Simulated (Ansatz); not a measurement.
# Sn3SeS2: the cost of one run

Computed with Ansatz 0.2.0 (DFT PBE, scalar-relativistic, plane waves, PAW, unless a step's input says otherwise).

## Step 1: The starting structure

Symmetry: I4/mmm, No. 139, tetragonal system. The conventional cell has a = 4.222 Å, b = 4.222 Å, c = 17.914 Å, α = 90.00°, β = 90.00°, γ = 90.00°. Sn (site symmetry 4mm) has 5 S at 2.99 Å and 1 Se at 2.99 Å as nearest neighbours. Around Sn (site symmetry 4/mmm) lie 4 Se at 2.99 Å and 2 S at 2.99 Å. Around Se (site symmetry 4/mmm) lie 6 Sn at 2.99 Å. Around S (site symmetry 4mm) lie 6 Sn at 2.99 Å.

Coordinates:

```
CELL_PARAMETERS angstrom
-2.11118 2.11118 8.95697
2.11118 -2.11118 8.95697
2.11118 2.11118 -8.95697
ATOMIC_POSITIONS crystal
Sn 0.83333 0.83333 0.00000
Sn 0.50000 0.50000 0.00000
Sn 0.16667 0.16667 0.00000
Se 0.00000 0.00000 0.00000
S 0.66667 0.66667 0.00000
S 0.33333 0.33333 0.00000
```

The start is an ordering of an alloy on its end members' structure types: elements ordered on the sites of the SnSe type, S/Se on Se (I4/mmm, No. 139).

## Step 2: The guess as it stands, on a coarse mesh

input.yaml

```yaml
crystal:
  lattice:
    - [-2.11117854, 2.11117854, 8.95697197]
    - [2.11117854, -2.11117854, 8.95697197]
    - [2.11117854, 2.11117854, -8.95697197]
  atoms:
    - { symbol: Sn, position: [0.83333333, 0.83333333, 0.0] }
    - { symbol: Sn, position: [0.5, 0.5, 0.0] }
    - { symbol: Sn, position: [0.16666667, 0.16666667, 0.0] }
    - { symbol: Se, position: [0.0, 0.0, 0.0] }
    - { symbol: S, position: [0.66666667, 0.66666667, 0.0] }
    - { symbol: S, position: [0.33333333, 0.33333333, 0.0] }
basis:
  ecutwfc: 420
kpoints:
  mp_grid: { grid: [6, 6, 6] }
hamiltonian:
  xc: pbe
scf:
  occupations: { method: gaussian, width: 0.1 }
  lower_state_search: "off"
output:
  forces: true
  stress: true
  eigenvalues: true
```

Started as:

```sh
> ansatz run input.yaml --threads 1 --pin off --max-ram 2560MiB --backend cpu --events-out ev --progress --plain --runs-dir out
```

What time and memory should one allow on 1 thread of Intel Xeon Platinum 8259CL at 2.50GHz (Skylake/Cascade Lake), shared host?

About 11 s, with a peak of 0.54 GiB.
